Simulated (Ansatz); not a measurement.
# Sc3Al: further runs on the relaxed cell

The task here is to estimate one member of a computed series from the others.

Program: Ansatz 0.2.0. Level of theory: DFT r2SCAN, scalar-relativistic, plane waves, PAW. These are calculated values, not measurements.

1 further run of the same task is left out (set aside as unsound or not needed).

## The system as given

It takes space group Pm-3m (No. 221, cubic). Conventional cell: a = 4.427 Å, b = 4.427 Å, c = 4.427 Å, α = 90.00°, β = 90.00°, γ = 90.00°. Around Sc (site symmetry 4/mmm) lie 8 Sc at 3.13 Å and 4 Al at 3.13 Å. Al (site symmetry m-3m) is surrounded by 12 Sc at 3.13 Å.

Coordinates:

```
Sc Al
1.0
     4.42690    0.00000    0.00000
     0.00000    4.42690    0.00000
     0.00000    0.00000    4.42690
Sc Al
3 1
Direct
  0.50000 0.00000 0.50000
  0.00000 0.50000 0.50000
  0.50000 0.50000 0.00000
  0.00000 0.00000 0.00000
```

It goes back to an entry of the Materials Project, which need not be the stable form.

This cell was relaxed beforehand with the same method: volume 21.69 Å³/atom, gap on the mesh none (metal).

Set-up of the first run:

input.yaml reads:

```yaml
crystal:
  lattice:
    - [4.4269043427, 0.0, 0.0]
    - [0.0, 4.4269043427, 0.0]
    - [0.0, 0.0, 4.4269043427]
  atoms:
    - { symbol: Sc, position: [0.5, 0.0, 0.5] }
    - { symbol: Sc, position: [0.0, 0.5, 0.5] }
    - { symbol: Sc, position: [0.5, 0.5, 0.0] }
    - { symbol: Al, position: [0.0, 0.0, 0.0] }
basis:
  ecutwfc: 500
kpoints:
  mp_grid: { grid: [10, 10, 10] }
  band_path:
    path:
      - [[0.0, 0.0, 0.0], [0.0, 0.5, 0.0], [0.5, 0.5, 0.0], [0.0, 0.0, 0.0], [0.5, 0.5, 0.5], [0.0, 0.5, 0.0]]
      - [[0.5, 0.5, 0.5], [0.5, 0.5, 0.0]]
    npoints: 14
hamiltonian:
  xc: r2scan
scf:
  occupations: { method: gaussian, width: 0.1 }
  n_extra_bands: 10
output:
  forces: true
  stress: true
  eigenvalues: true
  populations: true
  dos: { projected: true, de: 0.02, nscf_kmesh: { grid: [15, 15, 15] } }
  bader: true
```

Command:

```console
> ansatz run input.yaml --threads 1 --pin off --max-ram 2560MiB --backend cpu --events-out ev --progress --plain --runs-dir out
```

Steps of the session up to this table: Electronic structure at the relaxed geometry; Back to the database's cell; Volume × 0.97; Volume × 1.03; Volume × 0.94; The cell scaled to 1.06 of its volume; The cell scaled to 0.91 of its volume; Volume × 1.10; Volume × 0.88.

One of the session's tables, all rows but one given; the rest of the session is left out.

It belongs to the step «Fit of the equation of state». 

```
volume (Å³/atom)  energy above the lowest point (meV/atom)  pressure (GPa)
          19.086                                      76.6           10.48
          19.737                                      40.8            7.29
          20.388                                      17.1            4.51
          21.038                                         ?               ?
          21.689                                       0.0            0.00
          22.340                                       4.0           -1.81
          22.990                                      14.7           -3.40
          23.858                                      38.3           -5.22
```

Q: Estimate the row for volume (Å³/atom) = 21.038 from the others.

Worked estimate for «energy above the lowest point (meV/atom)». A straight line through the neighbours (20.388, 17.1) and (21.689, 0.0) gives 17.1 + (0.0 − 17.1) × (21.038 − 20.388) / (21.689 − 20.388) = 8.6; a parabola fitted to 4 rows on both sides gives 3.9.

**Answer.** energy above the lowest point (meV/atom): 3.9; pressure (GPa): 2.09. In «energy above the lowest point (meV/atom)» the line misses by +4.7 and the parabola by 0.0.
